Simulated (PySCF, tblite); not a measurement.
# C4H8F2O: a rotation path, then NMR shifts on frames, part 2 of 2

tblite 0.8.0 and PySCF 2.14.0. Atoms count from 0.

## 5. Nuclear shieldings: image 4, PBE0/pcSseg-1

What the job is given:

```
{"job": {"kind": "nmr", "xc": "PBE0", "basis": "pcSseg-1", "pop": false}, "charge": 0, "multiplicity": 1}
C     -2.195100     0.345900     0.910800
O     -0.791100     0.269500     0.940900
C     -0.150600     0.629900    -0.268100
C      0.825700    -0.473200    -0.680100
C      1.922200    -0.607700     0.360300
F      2.716500    -1.674600     0.091300
F      2.736500     0.477400     0.340400
H     -2.534100     1.371100     0.726300
H     -2.539800     0.024800     1.891600
H     -2.614700    -0.315800     0.143800
H      0.397800     1.568700    -0.114500
H     -0.882200     0.780900    -1.067900
H      0.304300    -1.429300    -0.741900
H      1.275800    -0.239400    -1.645500
H      1.524400    -0.720300     1.378400
```

With the program's defaults for keys left out, this is: GIAO PBE0/pcSseg-1 NMR shielding, non-relativistic, gas phase.

Log:

```text
coarse grid: 12568 points
cycle   1  E = -431.4571382044  dE =  7.951e-01  |g| = 8.102e-01  |ddm| = 3.156e+00
cycle   2  E = -431.3544134083  dE =  1.027e-01  |g| = 1.154e+00  |ddm| = 1.245e+00
cycle   3  E = -431.5680935192  dE = -2.137e-01  |g| = 7.386e-02  |ddm| = 7.864e-01
cycle   4  E = -431.5688962648  dE = -8.027e-04  |g| = 3.710e-02  |ddm| = 6.416e-02
cycle   5  E = -431.5691710949  dE = -2.748e-04  |g| = 7.146e-03  |ddm| = 2.730e-02
cycle   6  E = -431.5691778385  dE = -6.744e-06  |g| = 3.120e-03  |ddm| = 6.031e-03
final grid: 122224 points
cycle   7  E = -431.6352510884  dE = -3.936e-05  |g| = 1.240e-02  |ddm| = 2.305e-02
cycle   8  E = -431.6352225987  dE =  2.849e-05  |g| = 1.802e-02  |ddm| = 1.693e-02
cycle   9  E = -431.6352782289  dE = -5.563e-05  |g| = 1.132e-03  |ddm| = 1.060e-02
cycle  10  E = -431.6352785088  dE = -2.798e-07  |g| = 1.886e-04  |ddm| = 1.127e-03
cycle  11  E = -431.6352785160  dE = -7.204e-09  |g| = 7.587e-05  |ddm| = 1.940e-04
cycle  12  E = -431.6352785168  dE = -7.831e-10  |g| = 1.952e-05  |ddm| = 5.380e-05
converged SCF energy = -431.6352785168

GIAO shielding tensors (ppm)
atom      isotropic    diamagn.    paramagn.     s11        s22        s33       span
  0 C      124.767     243.298    -118.532     89.352    102.189    182.759     93.407
  1 O      331.558     398.433     -66.875    294.865    332.633    367.176     72.312
  2 C      116.484     247.134    -130.651     82.534     97.357    169.560     87.026
  3 C      146.067     249.829    -103.761    138.497    143.812    155.893     17.396
  4 C       65.002     244.047    -179.044     42.997     65.386     86.624     43.627
  5 F      311.339     469.260    -157.921    199.667    335.951    398.400    198.733
  6 F      318.615     472.721    -154.106    232.458    340.766    382.621    150.162
  7 H       28.249      28.469      -0.220     24.277     25.787     34.682     10.405
  8 H       27.932      28.297      -0.365     23.961     25.355     34.480     10.519
  9 H       28.360      29.539      -1.179     24.129     26.529     34.421     10.291
 10 H       27.484      30.898      -3.414     23.382     27.426     31.644      8.262
 11 H       28.659      31.982      -3.323     24.260     29.309     32.409      8.150
 12 H       29.732      31.256      -1.524     25.784     29.767     33.644      7.859
 13 H       30.022      29.884       0.138     26.285     28.900     34.880      8.595
 14 H       25.384      29.268      -3.884     22.598     26.187     27.366      4.768
```

It took 17 s on 1 thread of Arm Neoverse V1, shared host; peak memory 0.81 GiB.

This run: δ C4 121.9, C2 70.4, C0 62.2, C3 40.9, H14 6.33, H10 4.23 ppm.

## 6. Nuclear shieldings: image 6, PBE0/pcSseg-1

What the job is given:

```
{"job": {"kind": "nmr", "xc": "PBE0", "basis": "pcSseg-1", "pop": false}, "charge": 0, "multiplicity": 1}
C     -2.102100     0.228800     0.879200
O     -0.751500     0.610000     0.991000
C     -0.097400     0.811200    -0.242400
C      0.730300    -0.412500    -0.653900
C      1.835800    -0.643100     0.360700
F      2.496100    -1.801100     0.106100
F      2.766600     0.340800     0.287700
H     -2.696400     1.043300     0.448900
H     -2.451100     0.025000     1.889200
H     -2.227200    -0.668600     0.263500
H      0.569700     1.668700    -0.108100
H     -0.820500     1.048100    -1.030700
H      0.109000    -1.308600    -0.681700
H      1.176100    -0.253100    -1.636300
H      1.458300    -0.680700     1.392500
```

Level: GIAO PBE0/pcSseg-1 NMR shielding, non-relativistic, gas phase.

Log:

```text
coarse grid: 12568 points
cycle   1  E = -431.4586717274  dE =  7.958e-01  |g| = 8.093e-01  |ddm| = 3.159e+00
cycle   2  E = -431.3552134241  dE =  1.035e-01  |g| = 1.156e+00  |ddm| = 1.257e+00
cycle   3  E = -431.5693500197  dE = -2.141e-01  |g| = 7.713e-02  |ddm| = 7.970e-01
cycle   4  E = -431.5702425922  dE = -8.926e-04  |g| = 3.795e-02  |ddm| = 6.714e-02
cycle   5  E = -431.5705296277  dE = -2.870e-04  |g| = 7.505e-03  |ddm| = 2.831e-02
cycle   6  E = -431.5705371832  dE = -7.555e-06  |g| = 3.209e-03  |ddm| = 6.357e-03
cycle   7  E = -431.5705390825  dE = -1.899e-06  |g| = 3.019e-04  |ddm| = 2.389e-03
final grid: 122224 points
cycle   8  E = -431.6358961082  dE = -4.088e-05  |g| = 1.195e-02  |ddm| = 2.370e-02
cycle   9  E = -431.6358718631  dE =  2.425e-05  |g| = 1.701e-02  |ddm| = 1.630e-02
cycle  10  E = -431.6359230216  dE = -5.116e-05  |g| = 1.243e-03  |ddm| = 9.817e-03
cycle  11  E = -431.6359233488  dE = -3.272e-07  |g| = 2.037e-04  |ddm| = 1.220e-03
cycle  12  E = -431.6359233556  dE = -6.867e-09  |g| = 1.034e-04  |ddm| = 2.238e-04
cycle  13  E = -431.6359233571  dE = -1.502e-09  |g| = 2.007e-05  |ddm| = 6.936e-05
cycle  14  E = -431.6359233572  dE = -6.582e-11  |g| = 4.615e-06  |ddm| = 1.439e-05
converged SCF energy = -431.6359233572

GIAO shielding tensors (ppm)
atom      isotropic    diamagn.    paramagn.     s11        s22        s33       span
  0 C      126.410     244.193    -117.783     90.141    105.972    183.117     92.976
  1 O      331.278     396.750     -65.472    307.310    322.903    363.620     56.310
  2 C      116.859     246.746    -129.888     85.580     96.620    168.377     82.797
  3 C      149.206     250.473    -101.267    137.438    146.620    163.560     26.122
  4 C       64.655     243.895    -179.240     42.875     65.361     85.730     42.854
  5 F      311.917     469.803    -157.886    199.699    335.328    400.724    201.025
  6 F      318.074     472.335    -154.261    232.677    339.433    382.112    149.436
  7 H       28.355      28.595      -0.241     24.296     26.079     34.689     10.393
  8 H       27.982      28.410      -0.427     24.053     25.462     34.432     10.379
  9 H       28.373      30.227      -1.854     24.103     26.776     34.240     10.136
 10 H       27.499      30.549      -3.049     22.962     27.682     31.854      8.892
 11 H       28.561      31.586      -3.026     24.052     28.854     32.776      8.724
 12 H       29.626      31.650      -2.023     25.412     30.120     33.347      7.934
 13 H       30.154      30.162      -0.008     26.378     28.928     35.157      8.779
 14 H       25.383      29.233      -3.849     22.728     26.033     27.389      4.661
```

Run time: 15 s. Hardware: 1 thread of Arm Neoverse V1, shared host; peak memory 0.81 GiB.

This run: δ C4 122.3, C2 70.1, C0 60.5, C3 37.7, H14 6.33, H10 4.22 ppm.

## 7. Nuclear shieldings: image 8, PBE0/pcSseg-1

What the job is given:

```
{"job": {"kind": "nmr", "xc": "PBE0", "basis": "pcSseg-1", "pop": false}, "charge": 0, "multiplicity": 1}
C     -1.957800     0.098400     0.901200
O     -0.763900     0.842100     0.970500
C     -0.076800     0.975300    -0.248400
C      0.661900    -0.298700    -0.680000
C      1.699700    -0.685100     0.360100
F      2.173400    -1.936700     0.131200
F      2.774900     0.137900     0.296500
H     -2.614000     0.478100     0.109300
H     -2.447400     0.221400     1.865000
H     -1.773400    -0.967800     0.729600
H      0.648100     1.777000    -0.083200
H     -0.767400     1.279200    -1.047900
H     -0.032100    -1.132500    -0.791700
H      1.160500    -0.128700    -1.634800
H      1.310000    -0.651900     1.388300
```

Method: GIAO PBE0/pcSseg-1 NMR shielding, non-relativistic, gas phase.

Log:

```text
coarse grid: 12568 points
cycle   1  E = -431.4584684937  dE =  7.986e-01  |g| = 8.095e-01  |ddm| = 3.159e+00
cycle   2  E = -431.3531792026  dE =  1.053e-01  |g| = 1.160e+00  |ddm| = 1.275e+00
cycle   3  E = -431.5691220086  dE = -2.159e-01  |g| = 7.946e-02  |ddm| = 8.144e-01
cycle   4  E = -431.5700775273  dE = -9.555e-04  |g| = 3.884e-02  |ddm| = 7.023e-02
cycle   5  E = -431.5703752915  dE = -2.978e-04  |g| = 7.843e-03  |ddm| = 2.938e-02
cycle   6  E = -431.5703835791  dE = -8.288e-06  |g| = 3.296e-03  |ddm| = 6.628e-03
cycle   7  E = -431.5703855895  dE = -2.010e-06  |g| = 2.958e-04  |ddm| = 2.445e-03
final grid: 122224 points
cycle   8  E = -431.6364572572  dE = -4.277e-05  |g| = 1.223e-02  |ddm| = 2.469e-02
cycle   9  E = -431.6364311814  dE =  2.608e-05  |g| = 1.750e-02  |ddm| = 1.711e-02
cycle  10  E = -431.6364855216  dE = -5.434e-05  |g| = 1.272e-03  |ddm| = 1.031e-02
cycle  11  E = -431.6364858649  dE = -3.433e-07  |g| = 2.295e-04  |ddm| = 1.293e-03
cycle  12  E = -431.6364858740  dE = -9.106e-09  |g| = 1.031e-04  |ddm| = 2.441e-04
cycle  13  E = -431.6364858755  dE = -1.488e-09  |g| = 2.347e-05  |ddm| = 7.060e-05
cycle  14  E = -431.6364858756  dE = -8.549e-11  |g| = 4.749e-06  |ddm| = 1.638e-05
converged SCF energy = -431.6364858756

GIAO shielding tensors (ppm)
atom      isotropic    diamagn.    paramagn.     s11        s22        s33       span
  0 C      128.445     245.323    -116.878     90.534    111.254    183.547     93.013
  1 O      324.109     395.198     -71.089    298.154    316.796    357.378     59.224
  2 C      116.420     245.732    -129.312     85.231     97.938    166.091     80.861
  3 C      151.862     251.788     -99.926    136.079    143.351    176.154     40.075
  4 C       65.602     243.530    -177.928     43.738     66.418     86.650     42.912
  5 F      310.936     470.512    -159.575    195.739    333.743    403.327    207.587
  6 F      315.697     471.778    -156.081    230.835    339.530    376.727    145.892
  7 H       28.810      29.172      -0.361     25.190     26.376     34.865      9.676
  8 H       27.827      28.347      -0.520     23.923     25.392     34.166     10.244
  9 H       28.062      30.611      -2.549     23.636     26.875     33.675     10.038
 10 H       27.460      30.094      -2.633     22.809     27.553     32.018      9.209
 11 H       28.301      30.839      -2.538     23.330     28.457     33.115      9.785
 12 H       29.348      32.124      -2.776     25.215     30.143     32.686      7.470
 13 H       30.180      30.375      -0.194     26.471     29.024     35.047      8.576
 14 H       25.383      29.271      -3.888     22.811     25.928     27.411      4.600
```

It took 15 s on 1 thread of Arm Neoverse V1, shared host; peak memory 0.81 GiB.

Key values: δ C4 121.3, C2 70.5, C0 58.5, C3 35.1, H14 6.33, H10 4.26 ppm.

## 8. Run by run: NMR shifts

Shifts (ppm) of some atoms, chosen among heavy atoms and hydrogens apart, with basis size and wall time:

| frame | C0 | C3 | H10 | H7 | O1 | F5 | F6 | functions | time |
| --- | --- | --- | --- | --- | --- | --- | --- | --- | --- |
| image 0 | 61.6 | 39.7 | 3.55 | 3.33 | 21.7 | -141.7 | -146.9 | 159 | 15 s |
| image 2 | 61.8 | 40.8 | 3.97 | 3.38 | 16.7 | -140.4 | -147.1 | 159 | 14 s |
| image 4 | 62.2 | 40.9 | 4.23 | 3.47 | 4.5 | -140.4 | -147.7 | 159 | 17 s |
| image 6 | 60.5 | 37.7 | 4.22 | 3.36 | 4.8 | -141.0 | -147.1 | 159 | 15 s |
| image 8 | 58.5 | 35.1 | 4.26 | 2.91 | 12.0 | -140.0 | -144.8 | 159 | 15 s |

## 9. Summary of results

What follows sums up all 2 parts.

| quantity | value |
| --- | --- |
| barrier | 0.074 eV (1.7 kcal/mol) at image 4 |
| end to end (GFN2-xTB) | 0.006 eV |
| ¹³C shifts against TMS (PBE0/pcSseg-1, image 0) | 121.8, 71.3, 61.6, 39.7 ppm |
| ¹H shifts against TMS (PBE0/pcSseg-1, image 0) | 6.33, 3.94, 3.55, 3.54, 3.35, 3.33, 2.11, 1.84 ppm |
| ¹⁷O shifts against H2O (PBE0/pcSseg-1, image 0) | 21.7 ppm |
| ¹⁹F shifts against CFCl3 (PBE0/pcSseg-1, image 0) | -141.7, -146.9 ppm |
| range of the shift of O1 | 4.5 to 21.7 ppm |

**Reading.** Along the band the dihedral turns by 106°, and the top (dihedral 232°) lies 1.7 kcal/mol above the start (GFN2-xTB, rough), so at room temperature this motion is fast. Ends this close can change order at a higher level. The top was not checked by a frequency run. Shifts at one fixed geometry are not the observed spectrum, which averages over the motion. In the first frame run (image 0): The largest span, 198 ppm, is at F5, where the paramagnetic term is -156 ppm. Across the 5 runs the shift of O1 moves most, between 4.5 (image 4) and 21.7 ppm (image 0).
